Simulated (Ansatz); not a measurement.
# ZrB2: stress in a strained cell

Aim: deform ZrB2 (equal xy, yz and zx engineering shear strains of +3 %) and compute stress, forces and field gradients with LAPW, PAW and all-electron datasets made for the crystal.

Computed with Ansatz 0.2.0 (DFT LDA, scalar-relativistic, unless a step's input says otherwise).

### 1 The structure to begin with

Symmetry: P6/mmm, No. 191, hexagonal system. Conventional cell: a = 3.165 Å, b = 3.165 Å, c = 3.520 Å, α = 90.00°, β = 90.00°, γ = 120.00°. Around Zr (site symmetry 6/mmm) lie 12 B at 2.54 Å. Around B (site symmetry -6m2) lie 3 B at 1.83 Å and 6 Zr at 2.54 Å.

As a file:

```
CELL_PARAMETERS angstrom
3.16500 0.00000 0.00000
-1.58250 2.74097 0.00000
0.00000 0.00000 3.52000
ATOMIC_POSITIONS crystal
Zr 0.00000 0.00000 0.00000
B 0.33333 0.66667 0.50000
B 0.66667 0.33333 0.50000
```

Atoms are numbered in the order of the input: Zr1, B2, B3.

### 2 The deformed structure

Space group P6/mmm before, P-1 after.

### 3 All-electron LAPW

Input file input.yaml:

```yaml
crystal:
  lattice:
    - [3.1649998255, 0.0474749974, 0.0474749974]
    - [-1.541385359, 2.7172327532, 0.0173770551]
    - [0.0528, 0.0528, 3.52]
  atoms:
    - { symbol: Zr, position: [0.0, 0.0, 0.0] }
    - { symbol: B, position: [0.3333333333, 0.6666666667, 0.5] }
    - { symbol: B, position: [0.6666666667, 0.3333333333, 0.5] }
kpoints:
  mp_grid: { grid: [12, 12, 9] }
  band_path:
    path:
      - [0.0, 0.0, 0.0]
      - [0.0, -0.5, 0.0]
      - [0.0, 0.0, 0.5]
      - [0.0, 0.0, 0.0]
      - [-0.5, 0.0, 0.0]
      - [-0.5, 0.5, -0.5]
      - [0.0, 0.0, 0.0]
      - [-0.5, 0.0, -0.5]
      - [-0.5, 0.5, 0.0]
    npoints: 5
scf:
  occupations: { method: fermi_dirac, width: 0.05 }
hamiltonian:
  xc: lda
  pseudopotentials: { kind: all_electron, lapw: { basis_error: 0.001 } }
output:
  forces: true
  stress: true
  eigenvalues: true
```

The run is started by

```bash
> ansatz run input.yaml --threads 1 --pin off --max-ram 6144MiB --backend cpu --events-out ev --progress --plain --runs-dir out
```

Log, cut to the lines that bear on the results:

```text
LAPW: plane waves up to 8.755 Å⁻¹, error target 1.0e-3 eV per atom; small_component_spin mean_spin; B in spheres of 0.902 Å, 5 of its electrons in bands, Dirac shells []; Zr in spheres of 1.219 Å, 30 of its electrons in bands, Dirac shells []
[...]
Pseudopotentials: kind: all_electron
Pseudopotential: Zr, LAPW, valence charge 30, Koelling and Harmon's equation, gaussian nucleus
Pseudopotential: B, LAPW, valence charge 5, Koelling and Harmon's equation, gaussian nucleus
Functional definition: SPW92
[...]
Crystal: 3 atoms, lattice volume = 30.516 Å³
Basis set: ecut = 292.02711188028326 eV, 351 PW (Γ), exchange–correlation at level 2
Bands: 24, of which v1, the nominal top of the filled ones, is band 20 counted from 1 (19 counted from 0)
Symmetry: 2 space group operations
Space group: P-1 (ITA 2), of the structure as read, at distance tolerance 3.1e-5 Å
k-points: 650 of 1296
[...]
SCF iter   1: F=—  HF=-99165.444511 eV  |F-HF|=—  |Δ(HF+E_count)|=         —  Δρ=7.50e-2  dr2=3.41e0  ethr=8.53e-3  ⟨swp⟩=2.0  Hψ=102577  notcnv=0
[...]
the basis was enlarged: its passes take 35.0 KiB over the memory plan, 1 of 1 planned eigensolver slots
[...]
SCF iter   8: F=-99164.223326 eV  HF=-99164.223326 eV  |F-HF|=7.80e-9  |Δ(HF+E_count)|=   6.03e-8  Δρ=1.27e-5  dr2=3.60e-8  ethr=1.64e-9  ⟨swp⟩=2.8  Hψ=44280  notcnv=0
[...]
NSCF: frozen V_eff on 41 k-points
SCF converged after 8 iterations
Free energy (F): -99164.223326 eV
[...]
E sigma→0 (E₀):  -99164.222437 eV
Entropy (-TS):   -0.001779 eV (-0.593 meV/atom)
Fermi energy:    17.180403 eV
[...]
--- Forces (eV/Å), atoms counted from 1 ---
  atom   1  Zr     0.00000000     0.00000000     0.00000000
  atom   2  B      0.05773268     0.01019937    -0.01423267
  atom   3  B     -0.05773268    -0.01019937     0.01423267
[...]
--- Stress (GPa, compression-positive) ---
       -7.025895      -7.473117      -7.303465
       -7.473117      -7.063697      -7.279650
       -7.303465      -7.279650      -5.507213
  P = ⅓ Tr σ = -6.5323 GPa (-65.323 kbar)
--- Band table (eV; the first three rows and the last of 650) ---
  k-point 0: bands = ["-379.8858", "-293.4954", "-293.4719", "-293.4716", "-153.9308", "-153.9203", "-151.3048", "-151.2989", "-151.2986", "-151.2816", "-151.2809", "-31.3077", "-9.5574", "-9.0156", "-8.9558", "4.5442", "14.3253", "14.5330", "14.6742", "14.8790", "20.3067", "20.4888", [...]
[...]
```

Wall time 2 min (1 thread of Arm Neoverse V1, shared host); peak memory 1.4 GiB.

Result: pressure -6.53 GPa; no gap; largest force 0.060 eV/Å.

### 4 PAW on the default files

Input file input.yaml:

```yaml
crystal:
  lattice:
    - [3.1649998255, 0.0474749974, 0.0474749974]
    - [-1.541385359, 2.7172327532, 0.0173770551]
    - [0.0528, 0.0528, 3.52]
  atoms:
    - { symbol: Zr, position: [0.0, 0.0, 0.0] }
    - { symbol: B, position: [0.3333333333, 0.6666666667, 0.5] }
    - { symbol: B, position: [0.6666666667, 0.3333333333, 0.5] }
kpoints:
  mp_grid: { grid: [12, 12, 9] }
scf:
  occupations: { method: fermi_dirac, width: 0.05 }
hamiltonian:
  xc: lda
  pseudopotentials: { kind: paw }
output:
  forces: true
  stress: true
  eigenvalues: true
  efg: { contact_densities: true }
```

The run is started by

```bash
> ansatz run input.yaml --threads 1 --pin off --max-ram 6144MiB --backend cpu --events-out ev --progress --plain --runs-dir out
```

Log, cut to the lines that bear on the results:

```text
Zr: output.efg is read without spin–orbit coupling, which moves field gradients at and beside such atoms by some per cent and up to a factor of two; PAW files take it under magnetization.noncollinear and magnetization.spin_orbit
[...]
Pseudopotentials: kind: paw
Pseudopotential: Zr, paw, valence charge 12, recommended cutoff 420 eV (normal)
Pseudopotential: B, paw, valence charge 3, recommended cutoff 420 eV (normal)
Functional definition: SPW92
[...]
Crystal: 3 atoms, lattice volume = 30.516 Å³
Basis set: ecut = 420 eV, 583 PW (Γ)
Bands: 13, of which v1, the nominal top of the filled ones, is band 9 counted from 1 (8 counted from 0)
Symmetry: 2 space group operations
Space group: P-1 (ITA 2), of the structure as read, at distance tolerance 3.1e-5 Å
k-points: 650 of 1296
[...]
--- Stress (GPa, compression-positive) ---
       -7.002555      -7.472147      -7.299362
       -7.472147      -7.039362      -7.275519
       -7.299362      -7.275519      -5.548934
  P = ⅓ Tr σ = -6.5303 GPa (-65.303 kbar)
--- PAW observables at the nuclei: V_zz in 10²¹ V/m², potentials from the cell's mean, atoms counted from 1 ---
  atom   1  Zr V_zz =    +7.104720   η = 0.0774   by run symmetry: allowed
            electrostatic potential = -5930.654199 V   contact ρ = 488369.753873 e/Å³
  atom   2  B  V_zz =    +0.236385   η = 0.4245   by run symmetry: allowed
            electrostatic potential = -332.965165 V   contact ρ = 475.398366 e/Å³
  atom   3  B  V_zz =    +0.236385   η = 0.4245   by run symmetry: allowed
            electrostatic potential = -332.965165 V   contact ρ = 475.398366 e/Å³
--- Band table (eV; the first three rows and the last of 650) ---
  k-point 0: bands = ["-32.8144", "-11.0630", "-10.5202", "-10.4603", "3.0440", "12.8275", "13.0340", "13.1763", "13.3806", "18.8052", "18.9872", "19.8325", "20.0925"]
[...]
```

Wall time 15 s (1 thread of Arm Neoverse V1, shared host); peak memory 0.54 GiB.

This run gives: pressure -6.53 GPa; no gap; largest force 0.060 eV/Å; Vzz Zr1 7.10 (η = 0.08), B2 0.24 (η = 0.42) (10²¹ V/m²).

### 5 Datasets made for this crystal

Edit input.yaml of step 4 so:

```diff
@@ -15,3 +15,3 @@
   xc: lda
-  pseudopotentials: { kind: paw }
+  pseudopotentials: { kind: all_electron, datasets: crystal }
 output:
```

The run is started by

```bash
> ansatz run input.yaml --threads 1 --pin off --max-ram 6144MiB --backend cpu --events-out ev --progress --plain --runs-dir out
```

Log, cut to the lines that bear on the results:

```text
[...]
Zr: output.efg is read without spin–orbit coupling, which moves field gradients at and beside such atoms by some per cent and up to a factor of two; PAW files take it under magnetization.noncollinear and magnetization.spin_orbit
[...]
Pseudopotentials: kind: all_electron
Pseudopotential: Zr, paw, valence charge 12, recommended cutoff 320 eV (normal), Koelling and Harmon's equation, gaussian nucleus
Pseudopotential: B, paw, valence charge 3, recommended cutoff 320 eV (normal), Koelling and Harmon's equation, gaussian nucleus
Functional definition: SPW92
[...]
Crystal: 3 atoms, lattice volume = 30.516 Å³
Basis set: ecut = 320 eV, 401 PW (Γ)
Bands: 13, of which v1, the nominal top of the filled ones, is band 9 counted from 1 (8 counted from 0)
Symmetry: 2 space group operations
Space group: P-1 (ITA 2), of the structure as read, at distance tolerance 3.1e-5 Å
k-points: 650 of 1296
[...]
  atom   3  B     -0.05771194    -0.01019375     0.01423357
[...]
--- Stress (GPa, compression-positive) ---
       -7.024911      -7.473356      -7.303554
       -7.473356      -7.062600      -7.279808
       -7.303554      -7.279808      -5.506628
  P = ⅓ Tr σ = -6.5314 GPa (-65.314 kbar)
--- PAW observables at the nuclei: V_zz in 10²¹ V/m², potentials from the cell's mean, atoms counted from 1 ---
  atom   1  Zr V_zz =    +7.173847   η = 0.0775   by run symmetry: allowed
            electrostatic potential = -5926.506550 V   contact ρ = 488426.635292 e/Å³
  atom   2  B  V_zz =    +0.237138   η = 0.5258   by run symmetry: allowed
            electrostatic potential = -331.001959 V   contact ρ = 475.428005 e/Å³
  atom   3  B  V_zz =    +0.237138   η = 0.5258   by run symmetry: allowed
            electrostatic potential = -331.001959 V   contact ρ = 475.428005 e/Å³
--- Band table (eV; the first three rows and the last of 650) ---
  k-point 0: bands = ["-31.3078", "-9.5574", "-9.0158", "-8.9560", "4.5443", "14.3252", "14.5330", "14.6741", "14.8789", "20.3066", "20.4886"]
[...]
```

It took 63 s on 1 thread of Arm Neoverse V1, shared host; peak memory 1.1 GiB.

Result: pressure -6.53 GPa; no gap; largest force 0.060 eV/Å; Vzz Zr1 7.17 (η = 0.08), B2 0.24 (η = 0.53) (10²¹ V/m²).

### 6 Side by side

Stress (GPa, compression positive):

| method | xx | yy | zz | yz | xz | xy |
| --- | --- | --- | --- | --- | --- | --- |
| LAPW | -7.03 | -7.06 | -5.51 | -7.28 | -7.30 | -7.47 |
| PAW | -7.00 | -7.04 | -5.55 | -7.28 | -7.30 | -7.47 |
| crystal datasets | -7.02 | -7.06 | -5.51 | -7.28 | -7.30 | -7.47 |

Forces (eV/Å):

```csv
atom,LAPW x,LAPW y,LAPW z,PAW x,PAW y,PAW z,crystal datasets x,crystal datasets y,crystal datasets z
Zr1,0.000,0.000,0.000,0.000,0.000,0.000,0.000,0.000,0.000
B2,0.058,0.010,-0.014,0.057,0.010,-0.014,0.058,0.010,-0.014
B3,-0.058,-0.010,0.014,-0.057,-0.010,0.014,-0.058,-0.010,0.014
```

| method | pressure (GPa) | largest force (eV/Å) | Vzz Zr1 (10²¹ V/m²) | Vzz B2 (10²¹ V/m²) | SCF cycles, all passes |
| --- | --- | --- | --- | --- | --- |
| LAPW | -6.53 | 0.060 | – | – | 8 |
| PAW | -6.53 | 0.060 | 7.10 | 0.24 | 6 |
| crystal datasets | -6.53 | 0.060 | 7.17 | 0.24 | 9 |

### 7 What came out

```
                                 quantity                                              value
                                 pressure  LAPW -6.53, PAW -6.53, crystal datasets -6.53 GPa
largest shear or deviatoric stress (LAPW)                                           7.47 GPa
```

What this shows: The largest part of the stress beyond the pressure is 7.47 GPa in size, in the xy component; the atoms are carried along and not relaxed. No run of the undeformed cell stands beside it, so the pressure holds what the given cell had before the change. PAW: stress within 0.04 GPa of LAPW, forces within 1 meV/Å. Crystal datasets: stress within 0.01 GPa of LAPW, forces within 1 meV/Å.
